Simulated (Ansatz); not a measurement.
# SiGeC+ (doublet): the correlation ladder, cc-pVDZ

One table from this session's results is given with a row withheld; the runs are named, their logs left out.

Method: cc-pVDZ, core rule «outside noble gas», up to 20 orbitals frozen; program: Ansatz 0.2.0, Gaussian basis.

Plan: UHF; CCSD(T) on ROHF; CCSD(T) on UHF; BCCD(T) on ROHF; CISD; CCSDT(Q) on ROHF; CCSDT(Q) on UHF; CASSCF and MRCISD+Q, 11 electrons in 12 orbitals; CASSCF and NEVPT2, 11 electrons in 12 orbitals.

3 further runs of the same task are left out: 3 set aside as unsound or not needed.

**The system**

The geometry is a PBE0/def2-TZVP stationary point (not a proven minimum) of the parent state, kept for this charge and spin. No spin-orbit coupling is included. The filled d shell of Ge may be among the frozen orbitals whatever the setting's name suggests; the logs give the count.

3 atoms, charge 1, spin multiplicity 2.

Atoms are counted from 1 here; the program's logs count them from 0.

Bond lengths: C1–Ge2 1.768 Å, C1–Si3 1.685 Å. Angles: Ge2–C1–Si3 180.0°.

Coordinates:

```xyz
3
CGeSi
C     0.00000    0.00000    0.02760
Ge    0.00000    0.00000   -1.74010
Si    0.00000    0.00000    1.71250
```

The first run:

Input file in.yaml:

```yaml
crystal:
  periodic: [false, false, false]
  atoms:
    - {symbol: C, position_ang: [0.000000, 0.000000, 0.027600]}
    - {symbol: Ge, position_ang: [0.000000, 0.000000, -1.740100]}
    - {symbol: Si, position_ang: [0.000000, 0.000000, 1.712500]}
basis:
  gaussian: {orbitals: cc-pVDZ}
total_charge: 1
magnetization: {spin_polarized: true, initial_magnetization: 1}
hamiltonian: {xc: hf}
output: {orbitals: {seedname: orbitals}}
```

Started as:

```
ansatz run in.yaml --threads 1 --pin off --events-out ev --progress --plain --max-ram 4096MiB --backend cpu
```

Steps of the session up to this table: UHF; CCSD(T) on ROHF; CCSD(T) on UHF; BCCD(T) on ROHF; CISD; CCSDT(Q) on ROHF; CCSDT(Q) on UHF; CASSCF and MRCISD+Q, 11 electrons in 12 orbitals; CASSCF and NEVPT2, 11 electrons in 12 orbitals.

One of the session's tables, all rows but one given; the rest of the session is left out.

```
          method  from UCCSDT(Q) (kJ/mol)
            ROHF                   +706.5
             UHF                   +699.5
            RMP2                   +131.3
            UMP2                   +132.0
           RCCSD                    +36.0
           UCCSD                    +35.8
        RCCSD(T)                     +6.8
        UCCSD(T)                     +6.8
         BCCD(T)                     +6.5
          RCCSDT                        ?
          UCCSDT                     +2.7
       RCCSDT(Q)                     +0.2
       UCCSDT(Q)                        0
  CASSCF valence                   +383.2
  NEVPT2 valence                    +93.0
  MRCISD valence                    +31.3
MRCISD+Q valence                     +4.9
```

Estimate the missing values for RCCSDT.

As computed: from UCCSDT(Q) (kJ/mol): +2.8. In the column «from UCCSDT(Q) (kJ/mol)» it lies between UCCSDT (+2.7) and MRCISD+Q valence (+4.9).

Not comparable, so not listed: CISD (they don't share determinant, frozen orbitals or solution with the rows shown, or repeat one).

Limits of these values: Restricted and unrestricted rows rest on different reference determinants; where their highest levels disagree by more than a few hundredths of an eV, they describe different states and don't form one ladder.
